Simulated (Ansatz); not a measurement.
NiMoIrPdW, 5 atoms in the cell. Symmetry: P3m1, No. 156, trigonal system. The conventional cell has a = 2.766 Å, b = 2.766 Å, c = 11.023 Å, α = 90.00°, β = 90.00°, γ = 120.00°. Ni (site symmetry 3m) is surrounded by 3 Mo at 2.60 Å and 3 Pd at 2.71 Å and 6 Ni at 2.77 Å. Mo (site symmetry 3m) has 3 Ni at 2.60 Å and 6 Mo at 2.77 Å and 3 Ir at 2.82 Å as nearest neighbours. Around Pd (site symmetry 3m) lie 3 Ni at 2.71 Å and 3 W at 2.74 Å and 6 Pd at 2.77 Å. Ir (site symmetry 3m) has 3 W at 2.74 Å and 6 Ir at 2.77 Å and 3 Mo at 2.82 Å as nearest neighbours. W (site symmetry 3m) has 3 Pd at 2.74 Å and 3 Ir at 2.74 Å and 6 W at 2.77 Å as nearest neighbours. The cell was built by a generator and needn't be a form met in nature.

* Program: Ansatz 0.2.0
* Task: band structure
* Functional: r2SCAN
* Potentials or basis: Ansatz PAW
* Cutoff: 500 eV (not typed: the program's choice for these potentials)
* k mesh: 8 × 8 × 2
* Occupations: fermi-dirac, width 0.05 eV
* Spin: non-collinear spin, ferromagnetic start, spin-orbit coupling
* Starting moments: [[0.0, 0.0, 1.0], [0.0, 0.0, 1.0], [0.0, 0.0, 0.0], [0.0, 0.0, 0.6], [0.0, 0.0, 0.0]] μB
* Path: [["G", "M", "K", "G", "A", "L", "H", "A"], ["L", "M"], ["K", "H"]]
* Points for each segment of the path: 14

Potentials or basis: Ansatz PAW.

Run with:

```sh
$ ansatz run input.yaml --threads 8 --pin off --max-ram 20480MiB --backend cpu --events-out ev --progress --plain --runs-dir out
```

Hardware: 8 threads of Intel(R) Xeon(R) 6975P-C (Granite Rapids), on a shared host.

Task: Estimate the wall time of this run.

Result: It took 40 s on 8 threads of Intel(R) Xeon(R) 6975P-C (Granite Rapids), with other jobs on the host, peak memory 2.3 GiB. Counts: scf iterations 25, plane waves 1817, k points 30, bands 93.
